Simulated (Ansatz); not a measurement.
# RuSe (zincblende): equation of state

An exercise on one series of results from a longer session: the logs are not shown, and one member is left open.

Method: DFT PBE, scalar-relativistic, plane waves, PAW, in Ansatz 0.2.0.

2 further runs of the same task are left out: 1 for a known fault of the program, 1 set aside as unsound or not needed. Runs told in other sessions of the task aren't counted.

### The starting structure

It takes space group F-43m (No. 216, cubic). The conventional cell has a = 5.504 Å, b = 5.504 Å, c = 5.504 Å, α = 90.00°, β = 90.00°, γ = 90.00°. Ru (site symmetry -43m) has 4 Se at 2.38 Å in its first shell of neighbours. Se (site symmetry -43m) has 4 Ru at 2.38 Å in its first shell of neighbours.

As a file:

```
CELL_PARAMETERS angstrom
0.00000 2.75202 2.75202
2.75202 0.00000 2.75202
2.75202 2.75202 0.00000
ATOMIC_POSITIONS crystal
Ru 0.00000 0.00000 0.00000
Se 0.25000 0.25000 0.25000
```

This cell comes from an earlier session at PBE: 20.843 Å³/atom at -0.01 GPa, on a 10×10×10 mesh.

Volume factors to run: 0.980, 1.020, 0.960, 1.040, 1.070, 1.100, 0.945.

Set-up of the first run:

The input, input.yaml:

```yaml
crystal:
  lattice:
    - [0.0, 2.7335483339, 2.7335483339]
    - [2.7335483339, 0.0, 2.7335483339]
    - [2.7335483339, 2.7335483339, 0.0]
  atoms:
    - { symbol: Ru, position: [0.0, 0.0, 0.0] }
    - { symbol: Se, position: [0.25, 0.25, 0.25] }
basis:
  ecutwfc: 420
  ecutrho_ratio: 4
kpoints:
  mp_grid: { grid: [10, 10, 10] }
hamiltonian:
  xc: pbe
scf:
  occupations: { method: gaussian, width: 0.05 }
output:
  forces: true
  stress: true
  eigenvalues: true
```

Run with:

```console
> ansatz run input.yaml --threads 2 --pin off --max-ram 2662MiB --backend cpu --events-out ev --progress --plain --runs-dir out
```

Steps of the session up to this table: Volume × 0.980; Scaling the volume by 1.020; At 0.960 of the relaxed volume; Scaling the volume by 1.040; Scaling the volume by 1.070; Scaling the volume by 1.100; Volume × 0.945.

One table of the session follows, with a row left open; its other results are not shown here.

It belongs to the step «Energy and pressure against volume». 

```
volume (Å³/atom)  energy (meV/atom)  pressure (GPa)
          19.696              25.82            7.67
          20.009              13.20            5.32
          20.426                  ?               ?
          20.843               0.00           -0.01
          21.260               3.02           -2.23
          21.676              11.49           -4.21
          22.302              33.09           -6.75
          22.927              63.74           -8.86
```

Q: Estimate the row for volume (Å³/atom) = 20.426 from the others.

Worked estimate for «energy (meV/atom)». A straight line through the neighbours (20.009, 13.20) and (20.843, 0.00) gives 13.20 + (0.00 − 13.20) × (20.426 − 20.009) / (20.843 − 20.009) = 6.60; a parabola fitted to 4 rows on both sides gives 3.22.

As computed: energy (meV/atom): 3.13; pressure (GPa): 2.50. In «energy (meV/atom)» the line misses by +3.47 and the parabola by +0.09.
